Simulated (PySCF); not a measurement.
# [Dy(NH3)2]3+: from a template to the relaxed complex

Task: relax [Dy(NH3)2]3+, compute its harmonic modes and analyse its electrons. The structure is generated, not taken from experiment.

The runs use PySCF 2.14.0; B3LYP, Dy lcecp-1-SVP with ECP55, N def2-SVP, H def2-SVP; scalar-relativistic core potentials, no spin–orbit coupling.

4 further runs of the same task are left out: 2 for a known fault of the program, 2 that didn't finish.

## (1) The starting structure

9 atoms, charge 3, spin multiplicity 1.

Bond lengths: Dy1–N2 2.507 Å, Dy1–N6 2.507 Å, N2–H3 1.020 Å, N2–H4 1.020 Å, N2–H5 1.020 Å, N6–H7 1.020 Å, N6–H8 1.020 Å, N6–H9 1.020 Å. Angles: N2–Dy1–N6 180.0°, Dy1–N2–H3 113.0°, Dy1–N2–H4 113.0°, Dy1–N2–H5 113.0°, H3–N2–H4 105.8°, H3–N2–H5 105.8°, H4–N2–H5 105.8°, Dy1–N6–H7 113.0°, Dy1–N6–H8 113.0°, Dy1–N6–H9 113.0°, H7–N6–H8 105.8°, H7–N6–H9 105.8°, H8–N6–H9 105.8°.

Geometry (Å):

```xyz
9
charge 3, multiplicity 1
Dy    0.0000    0.0000    0.0000
N     0.0000    0.0000    2.5075
H     0.8133    0.4696    2.9055
H    -0.8133    0.4696    2.9055
H     0.0000   -0.9392    2.9055
N     0.0000    0.0000   -2.5075
H     0.8133   -0.4696   -2.9055
H    -0.8133   -0.4696   -2.9055
H     0.0000    0.9392   -2.9055
```

Formal oxidation states: Dy +3. Each metal's 9 4f electrons lie in its core potential, so multiplicities, spins and levels count the valence alone.

## (2) SCF at the start, singlet

run.py (the lines that set the calculation)

```python
mol = gto.M(atom='''
Dy     0.00000     0.00000     0.00000
N      0.00000     0.00000     2.50750
H      0.81330     0.46960     2.90550
H     -0.81330     0.46960     2.90550
H      0.00000    -0.93920     2.90550
N      0.00000     0.00000    -2.50750
H      0.81330    -0.46960    -2.90550
H     -0.81330    -0.46960    -2.90550
H      0.00000     0.93920    -2.90550''',
    basis={'Dy': 'lcecp-1-SVP', 'N': 'def2-SVP', 'H': 'def2-SVP'},
    ecp={'Dy': 'lcecp-1-SVP'},
    charge=3, spin=0)
mf = dft.RKS(mol, xc='B3LYP')
mf.grids.atom_grid = (50, 194)  # f atoms: unpruned, at least (60, 302)
mf = mf.density_fit()  # fitting sets: Dy AutoAux, N def2-universal-JKFIT, H def2-universal-JKFIT
mf.conv_tol = 1e-08; mf.max_cycle = 55
mf.kernel(dm0)  # dm0: free metal ions and neutral atoms
```

The run is started by

```
$ OMP_NUM_THREADS=2 python run.py
```

Standard output:

```text
init E= -141.799737670001
  HOMO = -1.30356676394953  LUMO = -0.692146908633023  gap/eV = 16.63758
cycle= 1 E= -147.382583476143  delta_E= -5.58  |g|= 2.72  |ddm|= 3.07
cycle= 2 E= -135.890840169065  delta_E= 11.5  |g|= 4.95  |ddm|= 5.82
  HOMO = -0.873818779797855  LUMO = -0.508508329036429  gap/eV = 9.94060
cycle= 3 E= -148.740311324976  delta_E= -12.8  |g|= 0.761  |ddm|= 5.44
  HOMO = -0.91100283386486  LUMO = -0.722069508352118  gap/eV = 5.14114
cycle= 4 E= -148.937284277875  delta_E= -0.197  |g|= 0.142  |ddm|= 1.46
  HOMO = -0.884127035693954  LUMO = -0.705487938965427  gap/eV = 4.86102
cycle= 5 E= -148.941951103528  delta_E= -0.00467  |g|= 0.029  |ddm|= 0.173
  HOMO = -0.888322415681554  LUMO = -0.703152031307147  gap/eV = 5.03874
cycle= 6 E= -148.942105329586  delta_E= -0.000154  |g|= 0.00626  |ddm|= 0.0182
  HOMO = -0.888902239294612  LUMO = -0.702723121491098  gap/eV = 5.06619
cycle= 7 E= -148.942114812446  delta_E= -9.48e-06  |g|= 0.0011  |ddm|= 0.00445
  HOMO = -0.888980619476568  LUMO = -0.702532227157538  gap/eV = 5.07352
cycle= 8 E= -148.94211513193  delta_E= -3.19e-07  |g|= 0.000113  |ddm|= 0.00109
  HOMO = -0.888997903355149  LUMO = -0.702533785278014  gap/eV = 5.07395
cycle= 9 E= -148.942115135034  delta_E= -3.1e-09  |g|= 1.15e-05  |ddm|= 0.000104
  HOMO = -0.888998736129334  LUMO = -0.702534195530444  gap/eV = 5.07396
Extra cycle  E= -148.942115135058  delta_E= -2.48e-11  |g|= 6.19e-06  |ddm|= 1.5e-05
converged SCF energy = -148.942115135058
```

It took 2.3 s on 2 threads of Arm Neoverse V2, shared host; peak memory 0.58 GiB.

It gives: E = -148.942115 Eh, HOMO -24.19 eV, LUMO -19.12 eV, Mulliken charge on Dy1 +2.16 e. 

## (3) Relaxation, singlet

Steps are kept in the start's point group, D3d.

run.py (the lines that set the calculation)

```python
mol = gto.M(atom='''
Dy     0.00000     0.00000     0.00000
N      0.00000     0.00000     2.50750
H      0.81334     0.46958     2.90550
H     -0.81334     0.46958     2.90550
H      0.00000    -0.93916     2.90550
N      0.00000     0.00000    -2.50750
H      0.81334    -0.46958    -2.90550
H     -0.81334    -0.46958    -2.90550
H      0.00000     0.93916    -2.90550''',
    basis={'Dy': 'lcecp-1-SVP', 'N': 'def2-SVP', 'H': 'def2-SVP'},
    ecp={'Dy': 'lcecp-1-SVP'},
    charge=3, spin=0)
mf = dft.RKS(mol, xc='B3LYP')
mf.grids.atom_grid = (50, 194)  # f atoms: unpruned, at least (60, 302)
mf = mf.density_fit()  # fitting sets: Dy AutoAux, N def2-universal-JKFIT, H def2-universal-JKFIT
mf.conv_tol = 1e-08; mf.max_cycle = 55
mf.kernel(dm0)  # dm0: an SCF of this state at this start
# quasi-Newton relaxation in Cartesian coordinates to a largest gradient under 0.00045 Eh/bohr, steps kept in the point group
```

The run is started by

```
$ OMP_NUM_THREADS=2 python run.py
```

No log is kept here; the results follow.

It took 17 s on 2 threads of Arm Neoverse V2, shared host.

Step by step:

| step | energy from step 1 (eV) | largest force component (eV/Å) |
| --- | --- | --- |
| 1 | 0.0000 | 2.0608 |
| 2 | -0.1046 | 0.7617 |
| 3 | -0.1278 | 0.0823 |
| 4 | -0.1299 | 0.0415 |
| 5 | -0.1313 | 0.0222 |
| 6 | -0.1315 | 0.0120 |
| 7 | -0.1315 | 0.0008 |

Close pairs (by a distance rule), those that changed most:

| bond | before (Å) | after (Å) | change (Å) |
| --- | --- | --- | --- |
| Dy1–N2 | 2.507 | 2.432 | -0.075 |
| Dy1–N6 | 2.507 | 2.432 | -0.075 |
| N2–H5 | 1.020 | 1.043 | +0.023 |
| N6–H9 | 1.020 | 1.043 | +0.023 |
| N2–H3 | 1.020 | 1.043 | +0.023 |
| N2–H4 | 1.020 | 1.043 | +0.023 |
| N6–H7 | 1.020 | 1.043 | +0.023 |
| N6–H8 | 1.020 | 1.043 | +0.023 |

It ends in D3d at E = -148.946947 Eh.

```
Dy    0.0000    0.0000    0.0000
N     0.0000    0.0000    2.4322
H     0.8103    0.4678    2.8928
H    -0.8103    0.4678    2.8928
H     0.0000   -0.9357    2.8928
N     0.0000    0.0000   -2.4322
H     0.8103   -0.4678   -2.8928
H    -0.8103   -0.4678   -2.8928
H     0.0000    0.9357   -2.8928
```

## (4) Frequencies and infrared intensities

run.py (the lines that set the calculation)

```python
mol = gto.M(atom='''
Dy     0.00000     0.00000     0.00000
N      0.00000     0.00000     2.43225
H      0.81034     0.46785     2.89280
H     -0.81034     0.46785     2.89280
H      0.00000    -0.93570     2.89280
N      0.00000     0.00000    -2.43225
H      0.81034    -0.46785    -2.89280
H     -0.81034    -0.46785    -2.89280
H      0.00000     0.93570    -2.89280''',
    basis={'Dy': 'lcecp-1-SVP', 'N': 'def2-SVP', 'H': 'def2-SVP'},
    ecp={'Dy': 'lcecp-1-SVP'},
    charge=3, spin=0)
mf = dft.RKS(mol, xc='B3LYP')
mf.grids.atom_grid = (50, 194)  # f atoms: unpruned, at least (60, 302)
mf = mf.density_fit()  # fitting sets: Dy AutoAux, N def2-universal-JKFIT, H def2-universal-JKFIT
mf.conv_tol = 1e-10; mf.max_cycle = 55
mf.kernel(dm0)  # dm0: the density of the relaxed state
# Hessian and dipole derivatives by central differences of gradients, 0.02 bohr
```

The run is started by

```
$ OMP_NUM_THREADS=2 python run.py
```

No log is kept here; the results follow.

Wall time 23 s (2 threads of Arm Neoverse V2, shared host).

Point group D3d; negative numbers are unstable modes, and those under 60 cm⁻¹ are near the numerical noise:

| cm⁻¹ | km/mol | symmetry |
| --- | --- | --- |
| -110 | 3.8 | eu |
| -110 | 3.8 | eu |
| 52 | 0.0 | a1u |
| 358 | 44.9 | a2u |
| 362 | 0.0 | a1g |
| 650 | 173.5 | eu |
| 650 | 173.5 | eu |
| 670 | 0.0 | eg |
| 670 | 0.0 | eg |
| 1428 | 324.4 | a2u |
| 1430 | 0.0 | a1g |
| 1590 | 102.7 | eu |
| 1590 | 102.7 | eu |
| 1609 | 0.0 | eg |
| 1609 | 0.0 | eg |
| 3266 | 608.6 | a2u |
| 3276 | 0.0 | a1g |
| 3320 | 384.8 | eu |
| 3320 | 384.8 | eu |
| 3320 | 0.0 | eg |
| 3320 | 0.0 | eg |

## (5) Displaced along the imaginary mode

No symmetry is imposed.

run.py (the lines that set the calculation)

```python
mol = gto.M(atom='''
Dy    -0.00717     0.04405     0.00000
N      0.03357    -0.20620     2.43225
H      0.85018     0.22796     2.91642
H     -0.77251     0.22829     2.93497
H      0.03912    -1.17370     2.82700
N      0.03357    -0.20620    -2.43225
H      0.84818    -0.70741    -2.85062
H     -0.77051    -0.70774    -2.86918
H      0.03912     0.69771    -2.95859''',
    basis={'Dy': 'lcecp-1-SVP', 'N': 'def2-SVP', 'H': 'def2-SVP'},
    ecp={'Dy': 'lcecp-1-SVP'},
    charge=3, spin=0)
mf = dft.RKS(mol, xc='B3LYP')
mf.grids.atom_grid = (50, 194)  # f atoms: unpruned, at least (60, 302)
mf = mf.density_fit()  # fitting sets: Dy AutoAux, N def2-universal-JKFIT, H def2-universal-JKFIT
mf.conv_tol = 1e-08; mf.max_cycle = 55
mf.kernel(dm0)  # dm0: an SCF of this state at this start
# quasi-Newton relaxation in Cartesian coordinates to a largest gradient under 0.00045 Eh/bohr, steps kept in the point group
```

The run is started by

```
$ OMP_NUM_THREADS=2 python run.py
```

The driver keeps no SCF log for this step, only its results.

It took 47 s on 2 threads of Arm Neoverse V2, shared host.

Step by step:

| step | energy from step 1 (eV) | largest force component (eV/Å) |
| --- | --- | --- |
| 1 | 0.0000 | 0.2330 |
| 2 | -0.0115 | 0.2667 |
| 3 | -0.1141 | 0.6500 |
| 4 | -0.2196 | 0.7613 |
| 5 | -0.2757 | 1.1440 |
| 6 | -0.2904 | 0.5636 |
| 7 | -0.3141 | 0.4199 |
| 8 | -0.3284 | 0.4771 |
| 9 | -0.3344 | 0.4358 |
| 10 | -0.3404 | 0.4415 |
| 11 | -0.3452 | 0.4593 |
| 12 | -0.3555 | 0.4691 |
| 13 | -0.3711 | 0.3805 |
| 14 | -0.3870 | 0.2877 |
| 15 | -0.3942 | 0.1924 |
| 16 | -0.3956 | 0.0894 |
| 17 | -0.3959 | 0.0642 |
| 18 | -0.3960 | 0.0115 |
| 19 | -0.3960 | 0.0094 |

Close pairs (by a distance rule), those that changed most:

| bond | before (Å) | after (Å) | change (Å) |
| --- | --- | --- | --- |
| Dy1–N6 | 2.445 | 2.372 | -0.073 |
| Dy1–N2 | 2.445 | 2.373 | -0.073 |
| N2–H5 | 1.045 | 1.043 | -0.002 |
| N6–H9 | 1.046 | 1.044 | -0.002 |
| N6–H7 | 1.044 | 1.044 | -0.000 |
| N2–H3 | 1.044 | 1.044 | +0.000 |
| N2–H4 | 1.045 | 1.044 | -0.000 |
| N6–H8 | 1.044 | 1.043 | -0.000 |

It ends in C1 at E = -148.962854 Eh.

```xyz
9
DyH6N2
Dy   -0.1796    1.1623   -0.0004
N     0.0236   -0.1847    1.9424
H     0.9105   -0.0645    2.4805
H    -0.7052   -0.0210    2.6723
H    -0.0204   -1.2171    1.8034
N     0.0361   -0.1822   -1.9427
H     0.9031   -0.7591   -2.0111
H    -0.7189   -0.8847   -2.1019
H     0.0445    0.3479   -2.8424
```

## (6) The relaxed geometry turned into its symmetry frame

run.py (the lines that set the calculation)

```python
mol = gto.M(atom='''
Dy    -0.03722     0.23909    -0.00005
N      0.16598    -1.10787     1.94273
H      1.05284    -0.98764     2.48082
H     -0.56284    -0.94420     2.67263
H      0.12199    -2.14028     1.80372
N      0.17846    -1.10542    -1.94239
H      1.04543    -1.68229    -2.01075
H     -0.57653    -1.80790    -2.10150
H      0.18684    -0.57524    -2.84201''',
    basis={'Dy': 'lcecp-1-SVP', 'N': 'def2-SVP', 'H': 'def2-SVP'},
    ecp={'Dy': 'lcecp-1-SVP'},
    charge=3, spin=0)
mf = dft.RKS(mol, xc='B3LYP')
mf.grids.atom_grid = (50, 194)  # f atoms: unpruned, at least (60, 302)
mf = mf.density_fit()  # fitting sets: Dy AutoAux, N def2-universal-JKFIT, H def2-universal-JKFIT
mf.conv_tol = 1e-08; mf.max_cycle = 55
mf.kernel(dm0)  # dm0: free metal ions and neutral atoms
```

The run is started by

```
$ OMP_NUM_THREADS=2 python run.py
```

Standard output:

```text
init E= -141.745610465846
  HOMO = -1.35201105213527  LUMO = -0.725887296154125  gap/eV = 17.03770
cycle= 1 E= -147.326399875044  delta_E= -5.58  |g|= 2.78  |ddm|= 3.08
  HOMO = -0.696733320772006  LUMO = -0.68845726386011  gap/eV = 0.22520
cycle= 2 E= -137.565897869599  delta_E= 9.76  |g|= 5.74  |ddm|= 7.09
  HOMO = -0.860843076659897  LUMO = -0.543066614370652  gap/eV = 8.64714
cycle= 3 E= -148.741499251979  delta_E= -11.2  |g|= 0.919  |ddm|= 6.63
  HOMO = -0.956300305397787  LUMO = -0.735749427930871  gap/eV = 6.00150
cycle= 4 E= -148.952874581706  delta_E= -0.211  |g|= 0.174  |ddm|= 1.47
  HOMO = -0.941360123709826  LUMO = -0.687968945414091  gap/eV = 6.89513
cycle= 5 E= -148.962667327752  delta_E= -0.00979  |g|= 0.0282  |ddm|= 0.244
  HOMO = -0.944556981436017  LUMO = -0.685098479023318  gap/eV = 7.06023
cycle= 6 E= -148.962829032634  delta_E= -0.000162  |g|= 0.0106  |ddm|= 0.0262
  HOMO = -0.945137607374575  LUMO = -0.685035975747365  gap/eV = 7.07773
cycle= 7 E= -148.962847880277  delta_E= -1.88e-05  |g|= 0.00533  |ddm|= 0.0111
  HOMO = -0.945298968569244  LUMO = -0.685078438844195  gap/eV = 7.08096
cycle= 8 E= -148.962854076453  delta_E= -6.2e-06  |g|= 0.000369  |ddm|= 0.00409
  HOMO = -0.945308324012912  LUMO = -0.685101724101148  gap/eV = 7.08058
cycle= 9 E= -148.962854108395  delta_E= -3.19e-08  |g|= 4.71e-05  |ddm|= 0.000376
  HOMO = -0.945305537994322  LUMO = -0.685097445494828  gap/eV = 7.08062
cycle= 10 E= -148.962854108994  delta_E= -5.99e-10  |g|= 8.5e-06  |ddm|= 6.02e-05
  HOMO = -0.945306506274906  LUMO = -0.685099732385953  gap/eV = 7.08059
Extra cycle  E= -148.962854109005  delta_E= -1.15e-11  |g|= 5.76e-06  |ddm|= 1.89e-05
converged SCF energy = -148.962854109005
```

It took 1.2 s on 2 threads of Arm Neoverse V2, shared host.

It gives: E = -148.962854 Eh, HOMO -25.72 eV, LUMO -18.64 eV, Mulliken charge on Dy1 +2.07 e. 

## (7) Frequencies and infrared intensities

run.py (the lines that set the calculation): that of step 6 with these lines changed.

```diff
@@ -16,3 +16,4 @@
 mf = mf.density_fit()  # fitting sets: Dy AutoAux, N def2-universal-JKFIT, H def2-universal-JKFIT
-mf.conv_tol = 1e-08; mf.max_cycle = 55
-mf.kernel(dm0)  # dm0: free metal ions and neutral atoms
+mf.conv_tol = 1e-10; mf.max_cycle = 55
+mf.kernel(dm0)  # dm0: the density of the relaxed state
+# Hessian and dipole derivatives by central differences of gradients, 0.02 bohr
```

The run is started by

```
$ OMP_NUM_THREADS=2 python run.py
```

No log is kept here; the results follow.

It took 2.1 min on 2 threads of Arm Neoverse V2, shared host.

Point group C1; negative numbers are unstable modes, and those under 60 cm⁻¹ are near the numerical noise:

| cm⁻¹ | km/mol |
| --- | --- |
| 20 | 0.5 |
| 81 | 8.4 |
| 94 | 0.1 |
| 380 | 3.8 |
| 380 | 7.5 |
| 678 | 46.7 |
| 682 | 0.6 |
| 697 | 137.1 |
| 711 | 80.6 |
| 1423 | 178.7 |
| 1426 | 77.6 |
| 1585 | 88.6 |
| 1585 | 92.5 |
| 1587 | 30.0 |
| 1589 | 18.0 |
| 3254 | 516.4 |
| 3265 | 91.5 |
| 3306 | 184.7 |
| 3311 | 184.8 |
| 3317 | 214.2 |
| 3323 | 211.4 |

## (8) Charges, bond orders and levels

run.py (the lines that set the calculation)

```python
mol = gto.M(atom='''
Dy    -0.17959     1.16226    -0.00040
N      0.02360    -0.18470     1.94237
H      0.91047    -0.06447     2.48046
H     -0.70522    -0.02104     2.67228
H     -0.02039    -1.21711     1.80337
N      0.03609    -0.18225    -1.94275
H      0.90306    -0.75912    -2.01110
H     -0.71891    -0.88474    -2.10185
H      0.04446     0.34793    -2.84237''',
    basis={'Dy': 'lcecp-1-SVP', 'N': 'def2-SVP', 'H': 'def2-SVP'},
    ecp={'Dy': 'lcecp-1-SVP'},
    charge=3, spin=0)
mf = dft.RKS(mol, xc='B3LYP')
mf.grids.atom_grid = (75, 302)  # f atoms: unpruned, at least (60, 302)
mf = mf.density_fit()  # fitting sets: Dy AutoAux, N def2-universal-JKFIT, H def2-universal-JKFIT
mf.conv_tol = 1e-09; mf.max_cycle = 55
mf.kernel(dm0)  # dm0: the density of the relaxed state
```

The run is started by

```
$ OMP_NUM_THREADS=2 python run.py
```

Standard output:

```text
init E= -148.962845732214
  HOMO = -0.945305977215203  LUMO = -0.685098900506803  gap/eV = 7.08060
cycle= 1 E= -148.962845733287  delta_E= -1.07e-09  |g|= 7.83e-06  |ddm|= 0.000112
  HOMO = -0.945304532095184  LUMO = -0.685098479084418  gap/eV = 7.08057
cycle= 2 E= -148.962845733286  delta_E= 1.25e-12  |g|= 8.73e-06  |ddm|= 1.29e-05
  HOMO = -0.945306304277988  LUMO = -0.685098559688341  gap/eV = 7.08061
Extra cycle  E= -148.962845733264  delta_E= 2.17e-11  |g|= 1.32e-05  |ddm|= 1.64e-05
converged SCF energy = -148.962845733264
```

It took 9.1 s on 2 threads of Arm Neoverse V2, shared host.

Result: E = -148.962846 Eh, HOMO -25.72 eV, LUMO -18.64 eV, Mulliken charge on Dy1 +2.07 e, largest force component 0.009 eV/Å. 

Löwdin charges:

| atom | value (e) |
| --- | --- |
| Dy1 | 1.89 |
| N2 | 0.00 |
| H3 | 0.18 |
| H4 | 0.18 |
| H5 | 0.18 |
| N6 | 0.00 |
| H7 | 0.18 |
| H8 | 0.18 |
| H9 | 0.18 |

Mulliken charges: Dy1 +2.07, N2 -0.33, H3 +0.27, H4 +0.27, H5 +0.26, N6 -0.33, H7 +0.27, H8 +0.27, H9 +0.27 e.

Contacts (the nearest donor of each ligand) and Mayer bond orders:

| contact | distance (Å) | bond order |
| --- | --- | --- |
| Dy1–N2 (NH3) | 2.373 | 0.72 |
| Dy1–N6 (NH3) | 2.372 | 0.72 |

Mulliken populations of Dy1 outside the core potential: s 2.20, p 6.11, d 0.60, f 0.02.

The fields below are evaluated on a grid from the run's orbitals.

Frontier orbitals at B3LYP, with the share of their density that lies nearest to each atom:

| orbital | energy (eV) | lies on |
| --- | --- | --- |
| HOMO-1 | -25.90 | N2, N6 about 33 % each; Dy1 11 % |
| HOMO | -25.72 | N2, N6 about 33 % each; Dy1 13 % |
| LUMO | -18.64 | Dy1 92 % |

ELF in a plane through or near 5 of the atoms.

Values, 10 rows by 14 columns:
```
0.00 0.00 0.00 0.00 0.00 0.00 0.00 0.00 0.00 0.00 0.00 0.00 0.00 0.00
0.00 0.00 0.00 0.00 0.00 0.01 0.02 0.02 0.02 0.00 0.00 0.00 0.00 0.00
0.00 0.00 0.00 0.00 0.00 0.06 0.60 0.69 0.38 0.01 0.00 0.00 0.00 0.00
0.00 0.00 0.14 0.68 0.27 0.13 0.85 0.32 0.63 0.25 0.07 0.01 0.00 0.00
0.00 0.00 0.83 0.99 0.85 0.86 0.43 0.72 0.38 0.75 0.65 0.24 0.00 0.00
0.00 0.00 0.21 0.64 0.50 0.77 0.41 0.05 0.73 0.33 0.64 0.13 0.00 0.00
0.00 0.00 0.00 0.07 0.47 0.28 0.07 0.01 0.59 0.98 0.36 0.02 0.00 0.00
0.00 0.00 0.00 0.00 0.02 0.01 0.00 0.00 0.22 0.86 0.18 0.00 0.00 0.00
0.00 0.00 0.00 0.00 0.00 0.00 0.00 0.00 0.00 0.00 0.00 0.00 0.00 0.00
0.00 0.00 0.00 0.00 0.00 0.00 0.00 0.00 0.00 0.00 0.00 0.00 0.00 0.00
```
The map spans 10.9 Å across and 8.0 Å up, centred on the molecule. Atoms in the plane (x, y in Å): Dy1 (0.0, 1.4), N2 (1.9, 0.0), H5 (1.8, -1.0), N6 (-1.9, 0.0), H9 (-2.8, 0.5).

log10 of the density (e/Å³) in the same plane.

Values, 10 rows by 14 columns:
```
-4.0 -4.0 -4.0 -4.0 -4.0 -4.0 -3.8 -3.8 -3.9 -4.0 -4.0 -4.0 -4.0 -4.0
-4.0 -4.0 -4.0 -4.0 -3.7 -2.7 -2.2 -2.0 -2.3 -3.1 -4.0 -4.0 -4.0 -4.0
-4.0 -4.0 -4.0 -3.3 -2.7 -1.7 -0.6 -0.2 -1.0 -2.3 -3.2 -4.0 -4.0 -4.0
-4.0 -4.0 -2.6 -1.4 -1.2 -0.9  0.4  0.1 -0.1 -1.2 -1.7 -2.5 -4.0 -4.0
-4.0 -3.5 -1.8 -0.1  0.2  0.0 -0.2  0.1 -0.4  0.2 -0.3 -1.4 -3.3 -4.0
-4.0 -3.6 -2.0 -0.4  0.8  0.2 -0.9 -1.2 -0.5  1.1  0.0 -1.4 -3.3 -4.0
-4.0 -4.0 -3.0 -1.5 -0.6 -0.9 -1.7 -2.1 -1.1  0.1 -0.9 -2.2 -3.8 -4.0
-4.0 -4.0 -4.0 -2.8 -2.2 -2.4 -3.1 -3.3 -2.2 -1.5 -2.2 -3.4 -4.0 -4.0
-4.0 -4.0 -4.0 -4.0 -4.0 -4.0 -4.0 -4.0 -3.9 -3.4 -3.9 -4.0 -4.0 -4.0
-4.0 -4.0 -4.0 -4.0 -4.0 -4.0 -4.0 -4.0 -4.0 -4.0 -4.0 -4.0 -4.0 -4.0
```
The map spans 10.9 Å across and 8.0 Å up, centred on the molecule. Atoms in the plane (x, y in Å): Dy1 (0.0, 1.4), N2 (1.9, 0.0), H5 (1.8, -1.0), N6 (-1.9, 0.0), H9 (-2.8, 0.5).

On the surface of density 0.002 e/bohr³ the electrostatic potential runs, from the 1st to the 99th percentile, from 12.84 to 23.86 V.

## (9) Results

| quantity | value |
| --- | --- |
| state and point group | singlet in the valence, C1 |
| first geometry: modes | -110 to 3320 cm⁻¹, 2 unstable |
| first geometry: strongest infrared band (modes within 1.5 cm⁻¹ summed) | 3320 cm⁻¹ (770 km/mol) |
| modes | 20 to 3323 cm⁻¹, none unstable |
| strongest infrared band (modes within 1.5 cm⁻¹ summed) | 3254 cm⁻¹ (516 km/mol) |
| zero-point energy | 2.027 eV |
| ideal gas, 298 K, 1 bar | S = 371.2, Cp = 86.5 J/(mol K) |
| metal–ligand contacts | 2.37 Å |
| frontier levels | HOMO -25.72 eV, LUMO -18.64 eV |
| dipole about the centre of mass | 3.80 D |
| mean polarisability | 4.8 Å³ |

In words: At the first geometry 2 modes are unstable, so this structure is a saddle point; the molecule was then pushed along the lowest one and relaxed again. All modes are real within the noise of the softest ones, so the structure is a minimum. The metal carries +1.89 e by Löwdin's partition against a formal +3, and bond orders to the nearest donors reach 0.72. Both measures hang on the basis. Leaving the first, D3d structure gained 0.43 eV and gave C1. One start shape was tried, so another isomer may lie lower. The bases are small and lack diffuse functions. Spin–orbit coupling is left out.
